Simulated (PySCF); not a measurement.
# Al(PH3)F3 (AlF₃H₃P): electronic structure in real space, part 2 of 2

For Al(PH3)F3 (AlF₃H₃P), the scripts below see where an electron leaves and enters and measure its response to a uniform field.

PySCF 2.14.0; Gaussian basis, gas phase. Earlier steps stand in the parts before.

## (4) Response to an electric field (CAM-B3LYP/def2-svpd)

File input.py:

```python
import numpy as np
from pyscf import gto, scf, dft
from pyscf.scf import atom_ks, atom_hf
from scipy.linalg import block_diag

def solve(mol, dm0=None, hcore=None):
    mf = (dft.UKS if mol.spin else dft.RKS)(mol, xc='camb3lyp')
    mf.grids.level = 3
    mf = mf.density_fit(auxbasis='def2-universal-jkfit')
    mf.conv_tol, mf.max_cycle = 1e-8, 80
    if hcore is not None:
        mf.get_hcore = lambda *args: hcore
    mf.kernel(dm0)
    if not mf.converged:
        mf = mf.newton().run(mf.mo_coeff, mf.mo_occ, max_cycle=30)
    assert mf.converged, 'SCF not converged'
    return mf

mol = gto.M(atom='''
Al     0.67356    -0.00035     0.00082
P     -1.77550    -0.00007     0.00087
H     -2.46303     0.69231    -0.96416
H     -2.45379     0.49880     1.10145
H     -2.45862    -1.19332    -0.09894
F      0.93498     1.62686     0.04838
F      0.92910    -0.76910    -1.43628
F      0.94165    -0.85688     1.38099
''', basis='def2-svpd', charge=0, spin=0, verbose=4)
field = np.array([0.01, 0.0, 0.0])  # atomic units
mol.set_common_orig(mol.atom_charges() @ mol.atom_coords() / mol.atom_charges().sum())
mf = solve(mol)
out = dict(dm0=mf.make_rdm1(), d0=mf.dip_moment(unit='AU'), e0=mf.e_tot)
for name, sign in (('p', 1), ('m', -1)):
    h = mf.get_hcore() + sign * np.einsum('x,xij->ij', field, mol.intor('int1e_r'))
    mi = solve(mol, mf.make_rdm1(), h)
    out.update({'dm' + name: mi.make_rdm1(), 'd' + name: mi.dip_moment(unit='AU'), 'e' + name: mi.e_tot})
# spherically averaged free atoms, for the promolecule
atm = atom_ks.get_atm_nrks(mol, xc='camb3lyp')
pro = block_diag(*[(atm[a[0]][2] * atm[a[0]][3]) @ atm[a[0]][2].T for a in mol._atom])
np.savez('result.npz', pro=pro, **out)
```

Command:

```console
> OMP_NUM_THREADS=1 python input.py
```

Output:

```text
[ENV] PYSCF_TMPDIR <dir>
[ENV] PYSCF_MAX_MEMORY 1375
[INPUT] verbose = 4
[INPUT] num. atoms = 8
[INPUT] num. electrons = 58
[INPUT] charge = 0
[INPUT] spin (= nelec alpha-beta = 2S) = 0
[INPUT] symmetry False subgroup None
[INPUT] Mole.unit = angstrom
[INPUT] Symbol           X                Y                Z      unit          X                Y                Z       unit  Magmom
[INPUT]  1 Al     0.673560000000  -0.000350000000   0.000820000000 AA    1.272843928462  -0.000661404144   0.001549575422 Bohr   0.0
[INPUT]  2 P     -1.775500000000  -0.000070000000   0.000870000000 AA   -3.355208734165  -0.000132280829   0.001644061728 Bohr   0.0
[INPUT]  3 H     -2.463030000000   0.692310000000  -0.964160000000 AA   -4.654452136587   1.308276293298  -1.821998340261 Bohr   0.0
[INPUT]  4 H     -2.453790000000   0.498800000000   1.101450000000 AA   -4.636991067197   0.942595390933   2.081438839902 Bohr   0.0
[INPUT]  5 H     -2.458620000000  -1.193320000000  -0.098940000000 AA   -4.646118444378  -2.255047978966  -0.186969502764 Bohr   0.0
[INPUT]  6 F      0.934980000000   1.626860000000   0.048380000000 AA    1.766856131946   3.074319843010   0.091424949906 Bohr   0.0
[INPUT]  7 F      0.929100000000  -0.769100000000  -1.436280000000 AA    1.755744542333  -1.453388362403  -2.714175838190 Bohr   0.0
[INPUT]  8 F      0.941650000000  -0.856880000000   1.380990000000 AA    1.779460605197  -1.619268521617   2.609692880763 Bohr   0.0

nuclear repulsion = 303.389075700793
number of shells = 59
number of NR pGTOs = 213
number of NR cGTOs = 141
basis = def2-svpd
ecp = {}

******** <class 'pyscf.df.df_jk.DFRKS'> ********
method = DFRKS
initial guess = minao
damping factor = 0
level_shift factor = 0
DIIS = <class 'pyscf.scf.diis.CDIIS'>
diis_start_cycle = 1
diis_space = 8
diis_damp = 0
SCF conv_tol = 1e-08
SCF conv_tol_grad = None
SCF max_cycles = 80
direct_scf = False
XC library pyscf.dft.libxc version 7.0.0
    S. Lehtola, C. Steigemann, M. J.T. Oliveira, and M. A.L. Marques.,  SoftwareX 7, 1–5 (2018)
XC functionals = camb3lyp
    T. Yanai, D. P. Tew, and N. C. Handy.,  Chem. Phys. Lett. 393, 51 (2004)
radial grids:
    Treutler-Ahlrichs [JCP 102, 346 (1995); DOI:10.1063/1.469408] (M4) radial grids

becke partition: Becke, JCP 88, 2547 (1988); DOI:10.1063/1.454033
pruning grids: <function nwchem_prune at 0xf3fd177e7600>
grids dens level: 3
symmetrized grids: False
atomic radii adjust function: <function treutler_atomic_radii_adjust at 0xf3fd17820540>
small_rho_cutoff = 0
Set gradient conv threshold to 0.0001
Initial guess from minao.
tot grids = 110576
******** <class 'pyscf.df.df.DF'> ********
auxbasis = def2-universal-jkfit
******** <class 'pyscf.df.df.DF'> ********
auxbasis = auxmol.basis = def2-universal-jkfit
init E= -884.832755151762
  HOMO = -0.38452105465842  LUMO = -0.0528114857747051  gap/eV = 9.02628
cycle= 1 E= -884.741030366613  delta_E= 0.0917  |g|= 0.941  |ddm|= 2.91
  HOMO = -0.302321889000847  LUMO = -0.0140230249737039  gap/eV = 7.84501
cycle= 2 E= -884.635610097575  delta_E= 0.105  |g|= 1.33  |ddm|= 1.55
  HOMO = -0.426671573908251  LUMO = 3.16966998221702e-05  gap/eV = 11.61119
cycle= 3 E= -884.908778977275  delta_E= -0.273  |g|= 0.0293  |ddm|= 0.769
  HOMO = -0.421018331163083  LUMO = 0.00631802304854379  gap/eV = 11.62841
cycle= 4 E= -884.90912500072  delta_E= -0.000346  |g|= 0.00983  |ddm|= 0.125
  HOMO = -0.422664251846784  LUMO = 0.00585876631411875  gap/eV = 11.66071
cycle= 5 E= -884.90915817608  delta_E= -3.32e-05  |g|= 0.00187  |ddm|= 0.0255
  HOMO = -0.422447901678436  LUMO = 0.00588257931320069  gap/eV = 11.65547
cycle= 6 E= -884.909159254584  delta_E= -1.08e-06  |g|= 0.000885  |ddm|= 0.00507
  HOMO = -0.422515536880101  LUMO = 0.0058666921865953  gap/eV = 11.65687
cycle= 7 E= -884.909159385744  delta_E= -1.31e-07  |g|= 0.000401  |ddm|= 0.001
  HOMO = -0.422536471934753  LUMO = 0.00585997659101345  gap/eV = 11.65726
cycle= 8 E= -884.909159413555  delta_E= -2.78e-08  |g|= 4.47e-05  |ddm|= 0.000381
  HOMO = -0.422527109970781  LUMO = 0.00586037775209425  gap/eV = 11.65702
cycle= 9 E= -884.909159414241  delta_E= -6.85e-10  |g|= 9.92e-06  |ddm|= 0.000105
  HOMO = -0.4225301542175  LUMO = 0.00586004615468694  gap/eV = 11.65709
Extra cycle  E= -884.909159414271  delta_E= -3.05e-11  |g|= 5.27e-06  |ddm|= 2.07e-05
converged SCF energy = -884.909159414271
Dipole moment(X, Y, Z, A.U.): -2.26779, -0.00213,  0.00907

******** <class 'pyscf.df.df_jk.DFRKS'> ********
method = DFRKS
initial guess = minao
damping factor = 0
level_shift factor = 0
DIIS = <class 'pyscf.scf.diis.CDIIS'>
diis_start_cycle = 1
diis_space = 8
diis_damp = 0
SCF conv_tol = 1e-08
SCF conv_tol_grad = None
SCF max_cycles = 80
direct_scf = False
XC library pyscf.dft.libxc version 7.0.0
    S. Lehtola, C. Steigemann, M. J.T. Oliveira, and M. A.L. Marques.,  SoftwareX 7, 1–5 (2018)
XC functionals = camb3lyp
    T. Yanai, D. P. Tew, and N. C. Handy.,  Chem. Phys. Lett. 393, 51 (2004)
radial grids:
    Treutler-Ahlrichs [JCP 102, 346 (1995); DOI:10.1063/1.469408] (M4) radial grids

becke partition: Becke, JCP 88, 2547 (1988); DOI:10.1063/1.454033
pruning grids: <function nwchem_prune at 0xf3fd177e7600>
grids dens level: 3
symmetrized grids: False
atomic radii adjust function: <function treutler_atomic_radii_adjust at 0xf3fd17820540>
small_rho_cutoff = 0
Overwritten attributes  get_hcore  of <class 'pyscf.df.df_jk.DFRKS'>
Set gradient conv threshold to 0.0001
tot grids = 110576
******** <class 'pyscf.df.df.DF'> ********
auxbasis = def2-universal-jkfit
******** <class 'pyscf.df.df.DF'> ********
auxbasis = auxmol.basis = def2-universal-jkfit
init E= -884.886481481725
  HOMO = -0.430578288808932  LUMO = -0.0337320673114827  gap/eV = 10.79874
cycle= 1 E= -884.888980994015  delta_E= -0.0025  |g|= 0.0224  |ddm|= 0.138
  HOMO = -0.436231128638427  LUMO = -0.0282420023652663  gap/eV = 11.10195
cycle= 2 E= -884.889102849439  delta_E= -0.000122  |g|= 0.0139  |ddm|= 0.0615
  HOMO = -0.433864551058023  LUMO = -0.0284520671620094  gap/eV = 11.03184
cycle= 3 E= -884.889138398432  delta_E= -3.55e-05  |g|= 0.00504  |ddm|= 0.0148
  HOMO = -0.434020592047113  LUMO = -0.0284438346504121  gap/eV = 11.03631
cycle= 4 E= -884.889142664602  delta_E= -4.27e-06  |g|= 0.00101  |ddm|= 0.00431
  HOMO = -0.434148569129293  LUMO = -0.0283855216670301  gap/eV = 11.04137
cycle= 5 E= -884.889143026163  delta_E= -3.62e-07  |g|= 0.00022  |ddm|= 0.00283
  HOMO = -0.434109261620561  LUMO = -0.0283578447025525  gap/eV = 11.04106
cycle= 6 E= -884.889143044811  delta_E= -1.86e-08  |g|= 2.72e-05  |ddm|= 0.000632
  HOMO = -0.434110491210812  LUMO = -0.0283600692331083  gap/eV = 11.04103
cycle= 7 E= -884.88914304522  delta_E= -4.08e-10  |g|= 8.62e-06  |ddm|= 0.000113
  HOMO = -0.434109378097304  LUMO = -0.0283597297337974  gap/eV = 11.04101
Extra cycle  E= -884.889143045242  delta_E= -2.21e-11  |g|= 4.3e-06  |ddm|= 3.22e-05
converged SCF energy = -884.889143045242
Dipole moment(X, Y, Z, A.U.): -1.73297, -0.00206,  0.00793

******** <class 'pyscf.df.df_jk.DFRKS'> ********
method = DFRKS
initial guess = minao
damping factor = 0
level_shift factor = 0
DIIS = <class 'pyscf.scf.diis.CDIIS'>
diis_start_cycle = 1
diis_space = 8
diis_damp = 0
SCF conv_tol = 1e-08
SCF conv_tol_grad = None
SCF max_cycles = 80
direct_scf = False
XC library pyscf.dft.libxc version 7.0.0
...
cycle= 1 E= -884.934311010847  delta_E= -0.00247  |g|= 0.0211  |ddm|= 0.127
  HOMO = -0.405052643522585  LUMO = -0.00432374165748017  gap/eV = 10.90439
cycle= 2 E= -884.934437428512  delta_E= -0.000126  |g|= 0.0108  |ddm|= 0.0601
  HOMO = -0.407100934031618  LUMO = -0.00492412426009636  gap/eV = 10.94379
cycle= 3 E= -884.934463682264  delta_E= -2.63e-05  |g|= 0.00386  |ddm|= 0.013
  HOMO = -0.40701739029051  LUMO = -0.00487429384367877  gap/eV = 10.94287
cycle= 4 E= -884.934466186684  delta_E= -2.5e-06  |g|= 0.00118  |ddm|= 0.00334
  HOMO = -0.40693002868273  LUMO = -0.00480842864195852  gap/eV = 10.94229
cycle= 5 E= -884.934466551437  delta_E= -3.65e-07  |g|= 0.00021  |ddm|= 0.00239
  HOMO = -0.406988823411459  LUMO = -0.00480067973636533  gap/eV = 10.94410
cycle= 6 E= -884.934466567481  delta_E= -1.6e-08  |g|= 2.52e-05  |ddm|= 0.000493
  HOMO = -0.406985699255035  LUMO = -0.00480151222200753  gap/eV = 10.94399
cycle= 7 E= -884.934466567813  delta_E= -3.31e-10  |g|= 8.08e-06  |ddm|= 8.13e-05
  HOMO = -0.406987432935656  LUMO = -0.00480164534211225  gap/eV = 10.94403
Extra cycle  E= -884.934466567825  delta_E= -1.25e-11  |g|= 3.5e-06  |ddm|= 2.89e-05
converged SCF energy = -884.934466567825
Dipole moment(X, Y, Z, A.U.): -2.79290, -0.00220,  0.01015
Spherically averaged atomic KS for {'P', 'Al', 'F', 'H'}

******** <class 'pyscf.scf.atom_ks.AtomSphAverageRKS'> ********
method = AtomSphAverageRKS
initial guess = vsap
damping factor = 0
level_shift factor = 0
diis_start_cycle = 1
diis_space = 12
SCF conv_tol = 1e-09
SCF conv_tol_grad = None
SCF max_cycles = 50
direct_scf = True
direct_scf_tol = 1e-13
XC library pyscf.dft.libxc version 7.0.0
    S. Lehtola, C. Steigemann, M. J.T. Oliveira, and M. A.L. Marques.,  SoftwareX 7, 1–5 (2018)
XC functionals = camb3lyp
    T. Yanai, D. P. Tew, and N. C. Handy.,  Chem. Phys. Lett. 393, 51 (2004)
radial grids:
    Treutler-Ahlrichs [JCP 102, 346 (1995); DOI:10.1063/1.469408] (M4) radial grids

becke partition: Becke, JCP 88, 2547 (1988); DOI:10.1063/1.454033
pruning grids: <function nwchem_prune at 0xf3fd177e7600>
grids dens level: 3
symmetrized grids: False
atomic radii adjust function: <function treutler_atomic_radii_adjust at 0xf3fd17820540>
User specified grid scheme (100, 434)
small_rho_cutoff = 0
Set gradient conv threshold to 3.16228e-05
tot grids = 24008
init E= 61.1741894802998
cycle= 1 E= 61.1717791088251  delta_E= -0.00241  |g|=    0  |ddm|= 0.134
cycle= 2 E= 61.1717663358406  delta_E= -1.28e-05  |g|=    0  |ddm|= 0.0122
cycle= 3 E= 61.1717661610538  delta_E= -1.75e-07  |g|=    0  |ddm|= 0.00221
cycle= 4 E= 61.1717661550373  delta_E= -6.02e-09  |g|=    0  |ddm|= 0.000486
cycle= 5 E= 61.1717661547756  delta_E= -2.62e-10  |g|=    0  |ddm|= 9.57e-05
Extra cycle  E= 61.1717661547639  delta_E= -1.17e-11  |g|=    0  |ddm|= 3.02e-05
Atomic HF for atom  Al  converged. SCF energy = 61.1717661547639

******** <class 'pyscf.scf.atom_ks.AtomSphAverageRKS'> ********
method = AtomSphAverageRKS
initial guess = vsap
damping factor = 0
level_shift factor = 0
diis_start_cycle = 1
diis_space = 12
SCF conv_tol = 1e-09
SCF conv_tol_grad = None
SCF max_cycles = 50
direct_scf = True
direct_scf_tol = 1e-13
XC library pyscf.dft.libxc version 7.0.0
    S. Lehtola, C. Steigemann, M. J.T. Oliveira, and M. A.L. Marques.,  SoftwareX 7, 1–5 (2018)
XC functionals = camb3lyp
    T. Yanai, D. P. Tew, and N. C. Handy.,  Chem. Phys. Lett. 393, 51 (2004)
radial grids:
    Treutler-Ahlrichs [JCP 102, 346 (1995); DOI:10.1063/1.469408] (M4) radial grids

becke partition: Becke, JCP 88, 2547 (1988); DOI:10.1063/1.454033
pruning grids: <function nwchem_prune at 0xf3fd177e7600>
grids dens level: 3
symmetrized grids: False
atomic radii adjust function: <function treutler_atomic_radii_adjust at 0xf3fd17820540>
User specified grid scheme (100, 434)
small_rho_cutoff = 0
Set gradient conv threshold to 3.16228e-05
tot grids = 24272
init E= -37.5646806314122
cycle= 1 E= -37.5664701332122  delta_E= -0.00179  |g|=    0  |ddm|= 0.181
cycle= 2 E= -37.5665453650709  delta_E= -7.52e-05  |g|=    0  |ddm|= 0.0537
cycle= 3 E= -37.5665544039641  delta_E= -9.04e-06  |g|=    0  |ddm|= 0.017
cycle= 4 E= -37.5665555808736  delta_E= -1.18e-06  |g|=    0  |ddm|= 0.00645
cycle= 5 E= -37.5665557353386  delta_E= -1.54e-07  |g|=    0  |ddm|= 0.00227
cycle= 6 E= -37.5665557556395  delta_E= -2.03e-08  |g|=    0  |ddm|= 0.000835
cycle= 7 E= -37.5665557583089  delta_E= -2.67e-09  |g|=    0  |ddm|= 0.000301
cycle= 8 E= -37.5665557586826  delta_E= -3.74e-10  |g|=    0  |ddm|= 5.83e-05
Extra cycle  E= -37.5665557587088  delta_E= -2.63e-11  |g|=    0  |ddm|= 3e-05
Atomic HF for atom  P  converged. SCF energy = -37.5665557587088

******** <class 'pyscf.scf.atom_ks.AtomSphAverageRKS'> ********
method = AtomSphAverageRKS
initial guess = vsap
damping factor = 0
level_shift factor = 0
diis_start_cycle = 1
diis_space = 12
SCF conv_tol = 1e-09
SCF conv_tol_grad = None
SCF max_cycles = 50
direct_scf = True
direct_scf_tol = 1e-13
XC library pyscf.dft.libxc version 7.0.0
    S. Lehtola, C. Steigemann, M. J.T. Oliveira, and M. A.L. Marques.,  SoftwareX 7, 1–5 (2018)
XC functionals = camb3lyp
    T. Yanai, D. P. Tew, and N. C. Handy.,  Chem. Phys. Lett. 393, 51 (2004)
radial grids:
    Treutler-Ahlrichs [JCP 102, 346 (1995); DOI:10.1063/1.469408] (M4) radial grids

becke partition: Becke, JCP 88, 2547 (1988); DOI:10.1063/1.454033
pruning grids: <function nwchem_prune at 0xf3fd177e7600>
grids dens level: 3
symmetrized grids: False
atomic radii adjust function: <function treutler_atomic_radii_adjust at 0xf3fd17820540>
User specified grid scheme (100, 434)
small_rho_cutoff = 0
Set gradient conv threshold to 3.16228e-05
tot grids = 26240
init E= 302.983805409577
cycle= 1 E= 302.977555800078  delta_E= -0.00625  |g|=    0  |ddm|= 0.183
cycle= 2 E= 302.977554565285  delta_E= -1.23e-06  |g|=    0  |ddm|= 0.00255
cycle= 3 E= 302.977554564578  delta_E= -7.07e-10  |g|=    0  |ddm|= 6.1e-05
Extra cycle  E= 302.977554564577  delta_E= -3.98e-13  |g|=    0  |ddm|= 1.45e-06
Atomic HF for atom  H  converged. SCF energy = 302.977554564577

******** <class 'pyscf.scf.atom_ks.AtomSphAverageRKS'> ********
method = AtomSphAverageRKS
initial guess = vsap
damping factor = 0
level_shift factor = 0
diis_start_cycle = 1
diis_space = 12
SCF conv_tol = 1e-09
SCF conv_tol_grad = None
SCF max_cycles = 50
direct_scf = True
direct_scf_tol = 1e-13
XC library pyscf.dft.libxc version 7.0.0
    S. Lehtola, C. Steigemann, M. J.T. Oliveira, and M. A.L. Marques.,  SoftwareX 7, 1–5 (2018)
XC functionals = camb3lyp
    T. Yanai, D. P. Tew, and N. C. Handy.,  Chem. Phys. Lett. 393, 51 (2004)
radial grids:
    Treutler-Ahlrichs [JCP 102, 346 (1995); DOI:10.1063/1.469408] (M4) radial grids

becke partition: Becke, JCP 88, 2547 (1988); DOI:10.1063/1.454033
pruning grids: <function nwchem_prune at 0xf3fd177e7600>
grids dens level: 3
symmetrized grids: False
atomic radii adjust function: <function treutler_atomic_radii_adjust at 0xf3fd17820540>
User specified grid scheme (100, 434)
small_rho_cutoff = 0
Set gradient conv threshold to 3.16228e-05
tot grids = 25232
init E= 203.910532985271
cycle= 1 E= 203.908897914602  delta_E= -0.00164  |g|=    0  |ddm|= 0.175
cycle= 2 E= 203.908372956862  delta_E= -0.000525  |g|=    0  |ddm|= 0.139
cycle= 3 E= 203.905478768562  delta_E= -0.00289  |g|=    0  |ddm|= 0.0697
cycle= 4 E= 203.905477621103  delta_E= -1.15e-06  |g|=    0  |ddm|= 0.00603
cycle= 5 E= 203.905472275708  delta_E= -5.35e-06  |g|=    0  |ddm|= 0.00303
cycle= 6 E= 203.905472273143  delta_E= -2.56e-09  |g|=    0  |ddm|= 0.000284
cycle= 7 E= 203.905472261305  delta_E= -1.18e-08  |g|=    0  |ddm|= 0.00013
cycle= 8 E= 203.905472261287  delta_E= -1.84e-11  |g|=    0  |ddm|= 3.63e-06
Extra cycle  E= 203.905472261286  delta_E= -5.97e-13  |g|=    0  |ddm|= 4.07e-06
Atomic HF for atom  F  converged. SCF energy = 203.905472261286
```

Run time: 43 s. Hardware: 1 thread of Arm Neoverse V2, shared host; peak memory 0.7 GiB.

## (5) What the saved matrices give

Change of the density in a field of 0.51 V/Å.

The induced dipole is 1.36 D (along the field); α along this axis, from the fields in both directions, is 53 bohr³ (7.9 Å³).

Electrons gather most on H3, H4 and H5 alike (Hirshfeld charge changes by −0.015 e) and leave Al1 most (+0.019 e); 0.124 electrons are displaced in all.

## (6) Results

The summary covers parts 1 to 2.

| quantity | value |
| --- | --- |
| vertical ionisation energy (B3LYP/def2-svpd) | 12.23 eV |
| polarisability along the field (CAM-B3LYP/def2-svpd) | 53.0 bohr³ |

The ionisation energy from two SCF runs, 12.23 eV, lies 2.4 eV above −ε(HOMO) = 9.87 eV of the same level, B3LYP/def2-svpd, since self-interaction lifts this functional's HOMO. All values hold at the given geometry, in the gas phase.
